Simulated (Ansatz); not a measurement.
# CH₆OSiSn: a ladder of functionals and wavefunction methods

How much do the methods differ for CH₆OSiSn? The plan is to run it at one geometry with functionals of several rungs and with coupled cluster, and see how far each lands from CCSD(T) at the basis-set limit for the atomisation energy.

Method: functionals in def2-TZVPP, the program's frozen cores in correlated methods; program: Ansatz 0.2.0, Gaussian basis.

Plan: PBE-D4, r2SCAN-D4, PBE0-D4, B3LYP-D4, ωB97X-V, ωB97M-V, B2PLYP; CCSD(T)/def2-TZVPP; MP2/def2-QZVPP; extrapolation to the limit.

## Step 1: Structure used throughout

The geometry comes from an earlier relaxation with PBE0-D4 in a triple-zeta def2 set; it is a stationary point, not always the lowest conformer. Sn takes the def2 core potential; no spin-orbit term is included.

SMILES `[SnH3][SiH]1CO1`, 10 atoms, charge 0, spin multiplicity 1.

Atoms are counted from 1 here; the program's logs count them from 0.

Bond lengths: Sn1–Si2 2.553 Å, Sn1–H5 1.706 Å, Sn1–H6 1.707 Å, Sn1–H7 1.704 Å, Si2–C3 1.815 Å, Si2–O4 1.675 Å, Si2–H8 1.486 Å, C3–O4 1.462 Å, C3–H9 1.088 Å, C3–H10 1.088 Å. Angles: Si2–Sn1–H5 110.9°, Si2–Sn1–H6 110.2°, Si2–Sn1–H7 109.0°, H5–Sn1–H6 108.4°, H5–Sn1–H7 109.2°, H6–Sn1–H7 109.1°, Sn1–Si2–C3 121.9°, Sn1–Si2–O4 116.0°, Sn1–Si2–H8 117.1°, C3–Si2–O4 49.3°, C3–Si2–H8 118.8°, O4–Si2–H8 114.9°, Si2–C3–O4 60.3°, Si2–C3–H9 121.1°, Si2–C3–H10 121.9°, O4–C3–H9 113.1°, O4–C3–H10 113.4°, H9–C3–H10 113.9° and more.

## Step 2: PBE-D4 (GGA)

in.yaml

```yaml
crystal:
  periodic: [false, false, false]
  atoms:
    - {symbol: Sn, position_ang: [-1.220239, 1.112447, -0.950879]}
    - {symbol: Si, position_ang: [-0.117648, -0.831706, 0.283387]}
    - {symbol: C, position_ang: [1.516879, -0.672083, 1.056430]}
    - {symbol: O, position_ang: [1.398245, -1.284098, -0.265638]}
    - {symbol: H, position_ang: [-1.801365, 0.614703, -2.475385]}
    - {symbol: H, position_ang: [-2.535438, 1.716077, -0.045102]}
    - {symbol: H, position_ang: [-0.074475, 2.355407, -1.165791]}
    - {symbol: H, position_ang: [-0.996419, -1.957706, 0.693320]}
    - {symbol: H, position_ang: [1.846480, -1.371028, 1.823019]}
    - {symbol: H, position_ang: [2.067081, 0.266786, 1.049540]}
basis:
  gaussian: {orbitals: def2-TZVPP}
hamiltonian: {xc: pbe, dispersion: d4}
output: {forces: true, orbitals: {seedname: orbitals}}
```

Command:

```bash
$ ansatz run in.yaml --threads 4 --pin off --events-out ev --progress --plain --max-ram 10444MiB
```

The runs that follow: r2SCAN-D4 (meta-GGA); PBE0-D4 (hybrid); B3LYP-D4 (hybrid); ωB97X-V (range-separated); ωB97M-V (range-separated); B2PLYP (double hybrid); CCSD(T) in def2-TZVPP; MP2 in def2-QZVPP.

**Question.** What will the summary of the whole plan be? Wanted: atomisation energy, CCSD(T)/CBS; farthest; mean size of error, hybrid; mean size of error, range-separated; gap, smallest and largest; T1 diagnostic; triples share of the correlation energy.

The runs gave:

| quantity | value |
| --- | --- |
| atomisation energy, CCSD(T)/CBS | 744.1 kcal/mol |
| functionals within 7.4 kcal/mol (1.0 %) | PBE-D4, r2SCAN-D4, ωB97X-V, ωB97M-V |
| farthest | B2PLYP (-16.3 kcal/mol) |
| mean size of error, hybrid | 8.1 kcal/mol |
| mean size of error, range-separated | 2.9 kcal/mol |
| gap, smallest and largest | 4.51 eV (PBE-D4), 10.73 eV (ωB97X-V) |
| T1 diagnostic | 0.0147 |
| triples share of the correlation energy | 3.6 % |

What this shows: PBE-D4 is off by +4.1 kcal/mol. Double hybrids carry the basis error of their MP2 part in triple zeta, and no dispersion term here, so their miss is partly the set-up's. Misses under about 7.4 kcal/mol are within the doubt on the reference itself, which lacks core-valence correlation, spin-orbit coupling and higher excitations, and its outer-core shells are covered unevenly. All levels share the lack of spin-orbit coupling, which lowers the free heavy atoms and so the true binding. Hartree-Fock recovers 69 % of the binding; the rest is correlation. Orbital gaps span 4.5 to 10.7 eV; exact exchange widens them. Correlated methods include outer-core shells of Sn, which these sets cover unevenly.
